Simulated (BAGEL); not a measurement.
# [CuH2S2]− (SMILES [SH][Cu-][SH]) at HF/def2-SVPD (density fitting with qzvpp-jkfit)

What is the vertical ionisation energy of [CuH2S2]− at HF/def2-SVPD (density fitting with qzvpp-jkfit)? 

The results are computed with BAGEL 1.2.2.

10 further runs of the same task are left out: 8 that didn't finish, 2 set aside as unsound or not needed. Runs told in other sessions of the task aren't counted.

### 1 The molecule

The species is [CuH2S2]− (5 atoms), meant as a singlet with charge -1. SMILES: `[SH][Cu-][SH]`. Geometry: a GFN2-xTB relaxation, a rough one for these elements and not checked as a minimum. This is one conformer, not always the lowest.

Bond lengths: Cu1–S2 2.194 Å, Cu1–S4 2.195 Å, S2–H3 1.325 Å, S4–H5 1.325 Å. Angles: S2–Cu1–S4 179.9°, Cu1–S2–H3 94.0°, Cu1–S4–H5 93.8°.

### 2 A single-point energy at HF/def2-SVPD (density fitting with qzvpp-jkfit)

Input file input.json:

```json
{ "bagel" : [

{
  "title" : "molecule",
  "basis" : "def2-svpd.json",
  "df_basis" : "qzvpp-jkfit",
  "angstrom" : true,
  "geometry" : [
    { "atom" : "Cu", "xyz" : [    0.003410,   -0.005990,   -0.000860 ] },
    { "atom" : "S", "xyz" : [   -0.054010,    0.020640,    2.192180 ] },
    { "atom" : "H", "xyz" : [    1.167050,    0.521240,    2.311630 ] },
    { "atom" : "S", "xyz" : [    0.058570,   -0.032940,   -2.194730 ] },
    { "atom" : "H", "xyz" : [   -1.175020,   -0.502950,   -2.308210 ] }
  ]
},
{
  "title" : "hf",
  "charge" : -1
},
{
  "title" : "print",
  "file" : "orbitals.molden",
  "orbitals" : true
}

]}
```

The basis set def2-SVPD is read from a file made from the Basis Set Exchange's data (not shown).

Launch:

```sh
$ BAGEL_NUM_THREADS=1 BAGEL input.json > input.out
```

Output:

```text
* using 1 threads per process

  ===============================================================
  ===============================================================

  *** Geometry ***

  { "atom" : "Cu", "xyz" : [      0.006444,     -0.011319,     -0.001625 ] },
  { "atom" : "S", "xyz" : [     -0.102064,      0.039004,      4.142620 ] },
  { "atom" : "H", "xyz" : [      2.205405,      0.985001,      4.368348 ] },
  { "atom" : "S", "xyz" : [      0.110681,     -0.062248,     -4.147439 ] },
  { "atom" : "H", "xyz" : [     -2.220466,     -0.950438,     -4.361885 ] },

  Number of auxiliary basis functions:      556

  Since a DF basis is specified, we compute 2- and 3-index integrals:
    o Being stored without compression. Storage requirement is 0.048 GB

  Number of basis functions:      104
  Number of electrons      :       63

    * METHOD: MOLECULE                             0.34

  *** RHF ***

  === Nuclear Repulsion ===
   282.7917710547

      * DIIS with orbital gradients will be used.

  === RHF iteration (def2-svpd.json) ===
      0      -2434.28675371          0.02311259           0.14
      1      -2410.13331932          0.16026227           0.13
      2      -2434.78993960          0.00595343           0.13
      3      -2434.81763047          0.00236181           0.13
      4      -2434.82268512          0.00060398           0.13
      5      -2434.82318233          0.00017801           0.13
      6      -2434.82323118          0.00005223           0.13
      7      -2434.82323825          0.00002017           0.13
      8      -2434.82323955          0.00000710           0.13
      9      -2434.82323972          0.00000158           0.13
     10      -2434.82323973          0.00000045           0.13
     11      -2434.82323973          0.00000016           0.13
     12      -2434.82323973          0.00000009           0.13
     13      -2434.82323973          0.00000002           0.13
     14      -2434.82323973          0.00000001           0.13
    * SCF iteration converged.

    * Permanent dipole moment:
           (    0.000400,    -0.005808,    -0.001689) a.u.

    * METHOD: HF                                   2.26

    * METHOD: PRINT                                0.03

  ===============================================================
```

It took 2.8 s on 1 thread of Arm Neoverse V1, shared host; peak memory 0.17 GiB.

### 3 Doublet neutral CuH2S2 at the same level

Input file input.json:

```json
{ "bagel": [

{
  "title": "molecule",
  "basis": "def2-svpd.json",
  "df_basis": "qzvpp-jkfit",
  "angstrom": "true",
  "geometry": [
    { "atom": "Cu", "xyz": [    0.003410,   -0.005990,   -0.000860 ] },
    { "atom": "S", "xyz": [   -0.054010,    0.020640,    2.192180 ] },
    { "atom": "H", "xyz": [    1.167050,    0.521240,    2.311630 ] },
    { "atom": "S", "xyz": [    0.058570,   -0.032940,   -2.194730 ] },
    { "atom": "H", "xyz": [   -1.175020,   -0.502950,   -2.308210 ] }
  ]
},
{ "title": "uhf", "nopen": 1 },
{ "title": "print", "file": "orbitals.molden", "orbitals": "true" }

]}
```

The basis set def2-SVPD is read from a file made from the Basis Set Exchange's data (not shown).

Launch:

```sh
$ BAGEL_NUM_THREADS=1 BAGEL input.json > input.out
```

Output:

```text
* using 1 threads per process

  ===============================================================
  ===============================================================

  *** Geometry ***

  { "atom" : "Cu", "xyz" : [      0.006444,     -0.011319,     -0.001625 ] },
  { "atom" : "S", "xyz" : [     -0.102064,      0.039004,      4.142620 ] },
  { "atom" : "H", "xyz" : [      2.205405,      0.985001,      4.368348 ] },
  { "atom" : "S", "xyz" : [      0.110681,     -0.062248,     -4.147439 ] },
  { "atom" : "H", "xyz" : [     -2.220466,     -0.950438,     -4.361885 ] },

  Number of auxiliary basis functions:      556

  Since a DF basis is specified, we compute 2- and 3-index integrals:
    o Being stored without compression. Storage requirement is 0.048 GB

  Number of basis functions:      104
  Number of electrons      :       63

    * METHOD: MOLECULE                             0.34

  *** Open-shell HF ***

  === Nuclear Repulsion ===
   282.7917710547

      * DIIS with orbital gradients will be used.

  === UHF iteration (def2-svpd.json) ===
      0      -2434.18444676          0.04512744           0.26
      1      -2431.76288797          0.14545252           0.25
      2      -2432.25508481          0.09156548           0.25
      3      -2434.49872114          0.03619890           0.25
      4      -2434.71902363          0.01059096           0.25
      5      -2434.74714185          0.00340505           0.25
      6      -2434.75254825          0.00121402           0.25
      7      -2434.75422308          0.00026949           0.25
      8      -2434.75443490          0.00011937           0.25
      9      -2434.75447842          0.00004271           0.25
     10      -2434.75448559          0.00002035           0.25
     11      -2434.75448866          0.00001731           0.25
     12      -2434.75449026          0.00001674           0.25
     13      -2434.75449263          0.00001536           0.25
     14      -2434.75449381          0.00001377           0.25
     15      -2434.75449679          0.00001194           0.25
     16      -2434.75450320          0.00000766           0.25
     17      -2434.75450521          0.00000226           0.25
     18      -2434.75450537          0.00000094           0.25
     19      -2434.75450541          0.00000064           0.25
     20      -2434.75450543          0.00000045           0.25
     21      -2434.75450543          0.00000020           0.26
     22      -2434.75450544          0.00000013           0.25
     23      -2434.75450544          0.00000008           0.26
     24      -2434.75450544          0.00000004           0.26
     25      -2434.75450544          0.00000002           0.26
     26      -2434.75450544          0.00000001           0.26
     27      -2434.75450544          0.00000001           0.26
    * SCF iteration converged.

    * S^2 (UHF) is 0.7546

    * Permanent dipole moment:
           (    0.000683,    -0.006386,    -0.002032) a.u.

    * METHOD: UHF                                  7.39

    * METHOD: PRINT                                0.03

  ===============================================================
```

Run time: 8.1 s. Hardware: 1 thread of Arm Neoverse V1, shared host; peak memory 0.17 GiB.

### 4 Summary of results

At HF/def2-SVPD (density fitting with qzvpp-jkfit):

```
                                                                quantity           value
                                         singlet [CuH2S2]−: total energy  -2434.82324 Eh
                                          singlet [CuH2S2]−: HOMO energy        -4.31 eV
                                          singlet [CuH2S2]−: LUMO energy         4.69 eV
singlet [CuH2S2]−: HOMO–LUMO gap (to an unbound level, set by the basis)         8.99 eV
                                    doublet neutral CuH2S2: total energy  -2434.75451 Eh
                                   doublet neutral CuH2S2: dipole moment          0.02 D
                                            doublet neutral CuH2S2: ⟨S²⟩           0.755
                     vertical detachment energy (to the doublet neutral)        1.870 eV
```

What this shows: Removing an electron at fixed nuclei costs 1.87 eV (180 kJ/mol). −ε(HOMO) before ionisation, 4.31 eV, is 2.44 eV above this ionisation energy.
